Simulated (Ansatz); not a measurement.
# Ni (fcc type): a single-point run

Wanted: a converged single-point run for Ni (fcc type), and a check of what comes out.

Program: Ansatz 0.2.0. Level of theory: DFT, PBEsol, PAW with other files of Ansatz's library (source ansatz), scalar-relativistic. These are calculated values, not measurements.

1 further run of the same task is left out (set aside as unsound or not needed). Runs told in other sessions of the task aren't counted.

## (1) The system as given

Symmetry: Fm-3m, No. 225, cubic system. Conventional cell: a = 2.614 Å, b = 2.614 Å, c = 2.614 Å, α = 90.00°, β = 90.00°, γ = 90.00°. Ni (site symmetry m-3m) has 12 Ni at 1.85 Å in its first shell of neighbours.

Structure file:

```
Ni
1.0
     0.00000    1.30704    1.30704
     1.30704    0.00000    1.30704
     1.30704    1.30704    0.00000
Ni
1
Direct
  0.00000 0.00000 0.00000
```

## (2) The calculation

Input file input.yaml:

```yaml
crystal:
  lattice:
    - [0.0, 1.3070379138, 1.3070379138]
    - [1.3070379138, 0.0, 1.3070379138]
    - [1.3070379138, 1.3070379138, 0.0]
  atoms:
    - { symbol: Ni, position: [0.0, 0.0, 0.0], spin: 1.0 }
magnetization:
  spin_polarized: true
kpoints:
  mp_grid: { grid: [19, 19, 19] }
scf:
  occupations: { method: gaussian, width: 2.0 }
  max_iter: 80
hamiltonian:
  xc: pbesol
  pseudopotentials: { kind: paw, source: ansatz }
output:
  forces: true
  stress: true
  eigenvalues: true
```

Command:

```
> ansatz run input.yaml --threads 1 --pin off --max-ram 3072MiB --backend cpu --events-out ev --progress --plain --runs-dir out
```

What happens when this is run?

This run ends as converged, with warnings (seeded moment not kept). It gives a pressure of 1408 GPa, which is large; a structure far from rest gives such values too, whatever the setting.

In the input, scf.occupations.method is gaussian; scf.occupations.width is 2.0. Occupations are smeared over electronvolts, wider than many features of the bands.

Run again and compare: set scf.occupations.method to fermi_dirac and scf.occupations.width to 0.05.
